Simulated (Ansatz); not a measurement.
# PdN+ (triplet): wave-function methods side by side, def2-TZVPP

One table from this session's results is given with a row withheld; the runs are named, their logs left out.

Computed with Ansatz 0.2.0, Gaussian basis. Level: def2-TZVPP, core rule «outside noble gas», up to 5 orbitals frozen.

To be run: UHF; CCSD(T) on ROHF; CCSD(T) on UHF; CCSDT(Q) on ROHF; CCSDT(Q) on UHF.

7 further runs of the same task are left out: 2 for a known fault of the program, 5 set aside as unsound or not needed.

## What is computed

The geometry is a PBE0/def2-TZVP stationary point (not a proven minimum) of the parent state, kept for this charge and spin. No spin-orbit coupling is included. Elements past krypton take def2 core potentials.

2 atoms, charge 1, spin multiplicity 3.

Atoms are counted from 1 here; the program's logs count them from 0.

Bond lengths: Pd1–N2 1.797 Å.

Set-up of the first run:

in.yaml

```yaml
crystal:
  periodic: [false, false, false]
  atoms:
    - {symbol: Pd, position_ang: [0.000000, 0.000000, 0.000000]}
    - {symbol: N, position_ang: [0.000000, 0.000000, 1.796600]}
basis:
  gaussian: {orbitals: def2-TZVPP}
total_charge: 1
magnetization: {spin_polarized: true, initial_magnetization: 2}
hamiltonian: {xc: hf}
output: {orbitals: {seedname: orbitals}}
```

Started as:

```console
> ansatz run in.yaml --threads 1 --pin off --events-out ev --progress --plain --max-ram 4096MiB --backend cpu
```

Steps of the session up to this table: UHF; CCSD(T) on ROHF; CCSD(T) on UHF; CCSDT(Q) on ROHF; CCSDT(Q) on UHF.

One of the session's tables, all rows but one given; the rest of the session is left out.

It belongs to the step «Misses and costs». 

```
   method  from RCCSDT(Q) (kcal/mol)
     ROHF                    +328.95
      UHF                    +291.81
     RMP2                     +16.95
     UMP2                     +27.48
    RCCSD                          ?
    UCCSD                     +17.32
 RCCSD(T)                      +2.24
 UCCSD(T)                      +3.41
   RCCSDT                      +1.57
   UCCSDT                      +1.34
RCCSDT(Q)                          0
UCCSDT(Q)                      -0.16
```

Q: Estimate the row for RCCSD from the others.

**Answer.** from RCCSDT(Q) (kcal/mol): +18.64. In the column «from RCCSDT(Q) (kcal/mol)» it lies between UCCSD (+17.32) and UMP2 (+27.48).

Caveats from the session: The determinant is far from a pure spin state, so its energy mixes those of several spin states (harmless only where they are near-degenerate, as at dissociation). Warnings: spin contamination; large T1 diagnostic. Restricted and unrestricted rows rest on different reference determinants; where their highest levels disagree by more than a few hundredths of an eV, they describe different states and don't form one ladder.
